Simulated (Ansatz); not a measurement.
# C₂H₇AlO₂: one species, many methods

Aim: compute C₂H₇AlO₂ with functionals from several rungs and with coupled cluster. The yardstick is the atomisation energy at the CCSD(T) limit.

The runs use Ansatz 0.2.0, Gaussian basis; functionals in def2-TZVPP, the program's frozen cores in correlated methods.

The runs, in order: PBE-D4, r2SCAN-D4, PBE0-D4, B3LYP-D4, ωB97X-V, ωB97M-V, B2PLYP; CCSD(T)/def2-TZVPP; MP2/def2-QZVPP; extrapolation to the limit.

### Step 1. The geometry

The geometry comes from an earlier relaxation with PBE0-D4 in a triple-zeta def2 set; it is a stationary point, not always the lowest conformer.

12 atoms, charge 0, spin multiplicity 1.

Atoms are counted from 1 here; the program's logs count them from 0.

Bond lengths: O1–C2 1.429 Å, O1–H6 0.960 Å, C2–C3 1.492 Å, C2–H7 1.097 Å, C2–H8 1.098 Å, C3–O4 1.505 Å, C3–Al5 1.958 Å, C3–H9 1.089 Å, O4–Al5 1.929 Å, O4–H10 0.967 Å, Al5–H11 1.589 Å, Al5–H12 1.583 Å. Angles: C2–O1–H6 109.0°, O1–C2–C3 108.1°, O1–C2–H7 111.5°, O1–C2–H8 109.4°, C3–C2–H7 108.5°, C3–C2–H8 111.1°, H7–C2–H8 108.2°, C2–C3–O4 108.3°, C2–C3–Al5 119.2°, C2–C3–H9 112.7°, O4–C3–Al5 66.2°, O4–C3–H9 107.0°, Al5–C3–H9 127.1°, C3–O4–Al5 68.2°, C3–O4–H10 108.4°, Al5–O4–H10 137.1°, C3–Al5–O4 45.6°, C3–Al5–H11 114.7° and more.

### Step 2. PBE-D4 (GGA)

Contents of in.yaml:

```yaml
crystal:
  periodic: [false, false, false]
  atoms:
    - {symbol: O, position_ang: [-1.559236, -1.041480, 0.755397]}
    - {symbol: C, position_ang: [-0.885671, 0.218509, 0.717582]}
    - {symbol: C, position_ang: [0.571681, -0.039644, 0.525804]}
    - {symbol: O, position_ang: [0.734984, -0.977581, -0.640252]}
    - {symbol: Al, position_ang: [1.490661, 0.758939, -1.007311]}
    - {symbol: H, position_ang: [-2.505254, -0.892739, 0.685016]}
    - {symbol: H, position_ang: [-1.020113, 0.773747, 1.653855]}
    - {symbol: H, position_ang: [-1.291292, 0.825426, -0.102590]}
    - {symbol: H, position_ang: [1.029207, -0.521566, 1.388227]}
    - {symbol: H, position_ang: [-0.107451, -1.429370, -0.789066]}
    - {symbol: H, position_ang: [0.559490, 1.616743, -1.967404]}
    - {symbol: H, position_ang: [3.059894, 0.654015, -1.185157]}
basis:
  gaussian: {orbitals: def2-TZVPP}
hamiltonian: {xc: pbe, dispersion: d4}
output: {forces: true, orbitals: {seedname: orbitals}}
```

Command:

```sh
$ ansatz run in.yaml --threads 4 --pin off --events-out ev --progress --plain --max-ram 10444MiB
```

Further steps of the session: r2SCAN-D4 (meta-GGA); PBE0-D4 (hybrid); B3LYP-D4 (hybrid); ωB97X-V (range-separated); ωB97M-V (range-separated); B2PLYP (double hybrid); CCSD(T) in def2-TZVPP; MP2 in def2-QZVPP.

Q: Predict the results of all the runs planned. Wanted: atomisation energy, CCSD(T)/CBS; farthest; mean size of error, hybrid; mean size of error, range-separated; gap, smallest and largest; T1 diagnostic; triples share of the correlation energy.

As calculated:

| quantity | value |
| --- | --- |
| atomisation energy, CCSD(T)/CBS | 43.972 eV |
| functionals within 0.220 eV (0.5 %) | r2SCAN-D4, ωB97X-V, ωB97M-V |
| farthest | B2PLYP (-0.686 eV) |
| mean size of error, hybrid | 0.270 eV |
| mean size of error, range-separated | 0.025 eV |
| gap, smallest and largest | 5.09 eV (PBE-D4), 11.43 eV (ωB97X-V) |
| T1 diagnostic | 0.0113 |
| triples share of the correlation energy | 3.6 % |

What this shows: PBE-D4 misses by +0.645 eV. Double hybrids carry the basis error of their MP2 part in triple zeta, and no dispersion term here, so their miss is partly the set-up's. The reference freezes the cores and leaves out relativity and excitations past (T), so misses under about 0.220 eV can't be ranked. Hartree-Fock recovers 70 % of the binding; the rest is correlation. Orbital gaps span 5.1 to 11.4 eV; exact exchange widens them.
